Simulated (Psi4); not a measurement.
**M06-L/cc-pVDZ run of C2H5FSi (SMILES F/C=C/[SiH3])**

What is the vertical ionisation energy of C2H5FSi at M06-L/cc-pVDZ? Input form: a Python script.

Program for the calculation: Psi4 1.11.

1 further run of the same task is left out (set aside as unsound or not needed).

## (1) The structure to begin with

C2H5FSi: 9 atoms, total charge 0, spin state singlet. As SMILES, `F/C=C/[SiH3]`. The coordinates come from a PBE0-D4/def2-TZVP relaxation.

Bond lengths: F1–C2 1.336 Å, C2–C3 1.322 Å, C3–Si4 1.852 Å, C2–H5 1.086 Å, C3–H6 1.087 Å, Si4–H7 1.487 Å, Si4–H8 1.487 Å, Si4–H9 1.487 Å. Some angles: F1–C2–C3 122.8°, C2–C3–Si4 121.1°, F1–C2–H5 111.4°, C3–C2–H5 125.9°, C2–C3–H6 117.6°, Si4–C3–H6 121.3°, C3–Si4–H7 110.8°, C3–Si4–H8 110.8°, C3–Si4–H9 108.6°, H7–Si4–H8 107.9°.

## (2) Energy and forces at M06-L/cc-pVDZ

Contents of c2h5fsi.py:

```python
import psi4

psi4.set_memory('1600 MB')
psi4.set_num_threads(1)
psi4.core.set_output_file('run.log', False)

geom = psi4.geometry("""
0 1
F     -2.38086594     4.46145441     0.95695731
C     -1.09282862     2.56057890    -0.09070685
C     -0.63627079     0.41555077     1.10530081
Si     1.16048081    -2.16373641    -0.43255831
H     -0.49926564     3.02280591    -1.99951921
H     -1.35323288     0.22317666     3.02091618
H      3.48408806    -2.76958261     1.02574334
H     -0.39060639    -4.50057174    -0.59772037
H      1.87555318    -1.33717021    -3.02072721
units bohr
symmetry c1
""")

options = {'basis': 'cc-pVDZ', 'puream': True, 'e_convergence': 1e-09, 'd_convergence': 1e-08, 'scf_type': 'pk', 'dft_radial_points': 99, 'dft_spherical_points': 590}
psi4.set_options(options)

E, wfn = psi4.gradient("m06-l", molecule=geom, return_wfn=True)
psi4.oeprop(wfn, "WIBERG_LOWDIN_INDICES", "MULLIKEN_CHARGES", "MAYER_INDICES", title="M06-L")
print('gradient / Eh bohr^-1')
print(E.np.round(6))
print(f'energy = {wfn.energy():.10f} Eh')
```

Run with:

```bash
$ python c2h5fsi.py
```

run.log:

```text
[...]
  Running in c1 symmetry.
[...]
  Nuclear repulsion =  148.950259487801247
[...]
  Multiplicity = 1
[...]
  Nalpha       = 20
  Nbeta        = 20
[...]
    Number of basis functions: 85
[...]
   @RKS iter   1:  -468.26568890368168   -2.61691e-01   7.52889e-03 DIIS/ADIIS
[...]
   @RKS iter  12:  -468.50151684742895   -4.66116e-12   8.65371e-09 DIIS
[...]
  @RKS Final Energy:  -468.50151684742895
   => Energetics <=
    Nuclear Repulsion Energy =            148.9502594878012474
    One-Electron Energy =                -941.7912073482299320
    Two-Electron Energy =                 368.4414990724966401
    DFT Exchange-Correlation Energy =     -44.1020680594968297
    Empirical Dispersion Energy =           0.0000000000000000
    VV10 Nonlocal Energy =                  0.0000000000000000
    Total Energy =                       -468.5015168474289453
[...]
 Multipole Moments:
 ------------------------------------------------------------------------------------
     Multipole            Electronic (a.u.)      Nuclear  (a.u.)        Total (a.u.)
 ------------------------------------------------------------------------------------
 L = 1.  Multiply by 2.5417464519 to convert [e a0] to [Debye]
 Dipole X            :         -3.4348689            3.5442768            0.1094080
 Dipole Y            :          6.2257778           -6.3415239           -0.1157461
 Dipole Z            :          1.5618616           -1.6992406           -0.1373790
 Magnitude           :                                                    0.2103337
[...]
  -Total Gradient:
     Atom            X                  Y                   Z
    ------   -----------------  -----------------  -----------------
       1        0.003501909475    -0.005878920323    -0.002092355957
       2        0.002252914588    -0.005910052641     0.000938763327
       3       -0.003462709308     0.008850413073    -0.001190002616
       4       -0.001224422147     0.002404001651     0.000462430611
       5       -0.001929770320    -0.001107002347     0.005777435624
       6        0.002096056392    -0.000045380975    -0.004950984552
       7       -0.001906657053     0.000578051902    -0.001048484738
       8        0.001107899316     0.001906443754     0.000220770665
       9       -0.000443800036    -0.000783027049     0.001886519628
[...]
  Mulliken Charges: (a.u.)
   Center  Symbol    Alpha    Beta     Spin     Total
       1     F     4.59740  4.59740  0.00000 -0.19479
       2     C     2.89475  2.89475  0.00000  0.21050
       3     C     3.12449  3.12449  0.00000 -0.24898
       4    SI     6.82471  6.82471  0.00000  0.35059
       5     H     0.47590  0.47590  0.00000  0.04820
       6     H     0.47016  0.47016  0.00000  0.05969
       7     H     0.53553  0.53553  0.00000 -0.07105
       8     H     0.53553  0.53553  0.00000 -0.07106
       9     H     0.54154  0.54154  0.00000 -0.08309
   Total alpha = 20.00000, Total beta = 20.00000, Total charge =  0.00000
[...]
```

The script printed:

```text
gradient / Eh bohr^-1
[[ 3.502e-03 -5.879e-03 -2.092e-03]
 [ 2.253e-03 -5.910e-03  9.390e-04]
 [-3.463e-03  8.850e-03 -1.190e-03]
 [-1.224e-03  2.404e-03  4.620e-04]
 [-1.930e-03 -1.107e-03  5.777e-03]
 [ 2.096e-03 -4.500e-05 -4.951e-03]
 [-1.907e-03  5.780e-04 -1.048e-03]
 [ 1.108e-03  1.906e-03  2.210e-04]
 [-4.440e-04 -7.830e-04  1.887e-03]]
energy = -468.5015168474 Eh
```

It took 56 s on 1 thread of Intel Xeon Platinum 8559C (Emerald Rapids), shared host; peak memory 1.1 GiB.

## (3) The doublet cation: the energy at UM06-L/cc-pVDZ

Contents of calc.py:

```python
import psi4

psi4.set_memory('1600 MB')
psi4.set_num_threads(1)
psi4.core.set_output_file('output.dat', False)

geom = psi4.geometry("""
1 2
F     -1.259900     2.360900     0.506400
C     -0.578300     1.355000    -0.048000
C     -0.336700     0.219900     0.584900
Si     0.614100    -1.145000    -0.228900
H     -0.264200     1.599600    -1.058100
H     -0.716100     0.118100     1.598600
H      1.843700    -1.465600     0.542800
H     -0.206700    -2.381600    -0.316300
H      0.992500    -0.707600    -1.598500
symmetry c1
""")

psi4.set_options({
    'basis': 'cc-pVDZ',
    'reference': 'uks',
    'puream': True,
    'e_convergence': 1e-09,
    'd_convergence': 1e-08,
    'scf_type': 'pk',
    'dft_radial_points': 99,
    'dft_spherical_points': 590,
    'maxiter': 100,
})

energy_value = psi4.energy('m06-l')
print(f'total energy {energy_value:.8f} hartree = {energy_value * 27.211386:.5f} eV')
```

Run with:

```bash
$ python calc.py
```

output.dat:

```text
[...]
  Running in c1 symmetry.
[...]
  Nuclear repulsion =  148.950259372894351
[...]
  Multiplicity = 2
[...]
  Nalpha       = 20
  Nbeta        = 19
[...]
    Number of basis functions: 85
[...]
   @UKS iter   1:  -467.99769122128123    6.30690e-03   5.85466e-03 DIIS/ADIIS
[...]
   @UKS iter  14:  -468.13957103612626   -5.51381e-12   9.71147e-09 DIIS
[...]
   @S^2 Observed:                7.538304058E-01
[...]
    Orbital Energies [Eh]
    ---------------------
    Alpha Occupied:
       1A    -66.055335     2A    -24.802450     3A    -10.439667
       4A    -10.344985     5A     -5.467162     6A     -3.777194
       7A     -3.775837     8A     -3.774505     9A     -1.479603
      10A     -1.034122    11A     -0.835979    12A     -0.759642
      13A     -0.733850    14A     -0.692885    15A     -0.677560
      16A     -0.589882    17A     -0.568562    18A     -0.562966
      19A     -0.521669    20A     -0.518352
    Alpha Virtual:
      21A     -0.306677    22A     -0.171577    23A     -0.158114
      24A     -0.133284    25A     -0.132510    26A     -0.116949
[...]
  @UKS Final Energy:  -468.13957103612626
   => Energetics <=
    Nuclear Repulsion Energy =            148.9502593728943509
    One-Electron Energy =                -931.9866019597611739
    Two-Electron Energy =                 358.6563795061903761
    DFT Exchange-Correlation Energy =     -43.7596079554498161
    Empirical Dispersion Energy =           0.0000000000000000
    VV10 Nonlocal Energy =                  0.0000000000000000
    Total Energy =                       -468.1395710361262559
[...]
 Multipole Moments:
 ------------------------------------------------------------------------------------
     Multipole            Electronic (a.u.)      Nuclear  (a.u.)        Total (a.u.)
 ------------------------------------------------------------------------------------
 L = 1.  Multiply by 2.5417464519 to convert [e a0] to [Debye]
 Dipole X            :         -3.2377795            3.5442768            0.3064973
 Dipole Y            :          5.7506963           -6.3415239           -0.5908276
 Dipole Z            :          1.5976709           -1.6992406           -0.1015697
 Magnitude           :                                                    0.6733010
[...]
```

The script printed:

```text
total energy -468.13957104 hartree = -12738.72657 eV
```

It took 70 s on 1 thread of Intel Xeon Platinum 8559C (Emerald Rapids), shared host; peak memory 1.1 GiB.

## (4) What came out

At M06-L/cc-pVDZ:

| quantity | value |
| --- | --- |
| singlet C2H5FSi: total energy | -468.50152 Eh |
| singlet C2H5FSi: dipole moment | 0.53 D |
| singlet C2H5FSi: HOMO energy | -6.68 eV |
| singlet C2H5FSi: LUMO energy | -0.82 eV |
| singlet C2H5FSi: HOMO–LUMO gap | 5.86 eV |
| singlet C2H5FSi: largest force on an atom | 0.493 eV/Å |
| doublet cation: total energy | -468.13957 Eh |
| doublet cation: HOMO energy (highest over α and β) | -14.10 eV |
| doublet cation: LUMO energy (lowest over α and β) | -12.92 eV |
| doublet cation: ⟨S²⟩ | 0.754 |
| vertical ionisation energy (to the doublet cation) | 9.849 eV |

What this shows: The vertical ionisation energy comes to 9.85 eV (227 kcal/mol). The largest force (singlet C2H5FSi) is 0.49 eV/Å: the shape isn't a stationary point for this species at this level. The negative HOMO energy of the first species, 6.68 eV, lies 3.17 eV below that difference. Mulliken charges (singlet C2H5FSi) run from -0.25 on C3 to +0.35 on Si4; they depend strongly on the basis.
